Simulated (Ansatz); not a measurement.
# YbSnHg (P6_3mc): the equilibrium volume

At what volume is YbSnHg (P6_3mc) free of pressure?

Method: DFT r²SCAN, scalar-relativistic, plane waves, PAW, in Ansatz 0.2.0.

### 1 The structure to begin with

Symmetry: P6_3mc, No. 186, hexagonal system. The conventional cell has a = 4.889 Å, b = 4.889 Å, c = 7.732 Å, α = 90.00°, β = 90.00°, γ = 120.00°. Hg (site symmetry 3m) has 4 Sn at 2.92 to 3.10 Å and 3 Yb at 3.18 Å in its first shell of neighbours. Sn (site symmetry 3m) is surrounded by 4 Hg at 2.92 to 3.10 Å and 3 Yb at 3.27 Å. Around Yb (site symmetry 3m) lie 6 Hg at 3.18 to 3.71 Å and 6 Sn at 3.27 to 3.59 Å.

Structure file:

```xyz
6
Lattice="4.8889 0.0000 0.0000 -2.4445 4.2340 0.0000 0.0000 0.0000 7.7322" Properties=species:S:1:pos:R:3 pbc="T T T"
Hg    2.4445    1.4113    7.2663
Hg    0.0000    2.8226    3.4002
Sn    2.4445    1.4113    4.1669
Sn    0.0000    2.8226    0.3008
Yb    0.0000    0.0000    5.8096
Yb    0.0000    0.0000    1.9435
```

### 2 The first run (r²SCAN, 6×6×4 mesh)

File input.yaml:

```yaml
crystal:
  lattice:
    - [4.88894458, 0.0, 0.0]
    - [-2.44447229, 4.23395021, 0.0]
    - [0.0, 0.0, 7.73216287]
  atoms:
    - { symbol: Hg, position: [0.6666666667, 0.3333333333, 0.939744] }
    - { symbol: Hg, position: [0.3333333333, 0.6666666667, 0.439744] }
    - { symbol: Sn, position: [0.6666666667, 0.3333333333, 0.538905] }
    - { symbol: Sn, position: [0.3333333333, 0.6666666667, 0.038905] }
    - { symbol: Yb, position: [0.0, 0.0, 0.751352] }
    - { symbol: Yb, position: [0.0, 0.0, 0.251352] }
basis:
  ecutwfc: 500
kpoints:
  mp_grid: { grid: [6, 6, 4] }
hamiltonian:
  xc: r2scan
scf:
  occupations: { method: gaussian, width: 0.1 }
output:
  forces: true
  stress: true
  eigenvalues: true
```

Started as:

```console
ansatz run input.yaml --threads 8 --pin off --max-ram 14336MiB --backend cpu --events-out ev --progress --plain --runs-dir out
```

Further steps of the session: Full relaxation.

Before running it: what results should come out? Wanted: volume; pressure; conventional cell; gap on the mesh.

The runs gave:

| quantity | value |
| --- | --- |
| volume | 25.738 Å³/atom |
| pressure | -0.01 GPa |
| conventional cell | a = 4.821 Å, b = 4.821 Å, c = 7.672 Å, α = 90.00°, β = 90.00°, γ = 120.00° |
| gap on the mesh | none (metal) |

Over the 2 runs shown the cell moved from 26.68 to 25.74 Å³/atom, a change of -3.5 %, where the pressure is zero within 0.01 GPa. Spin–orbit coupling is left out, though the cell holds Hg; in elements this heavy it can shift levels and gaps by tenths of an eV. Spin polarisation wasn't allowed in this run. No U acts on the 4f shell, so its levels can lie too near the Fermi level.
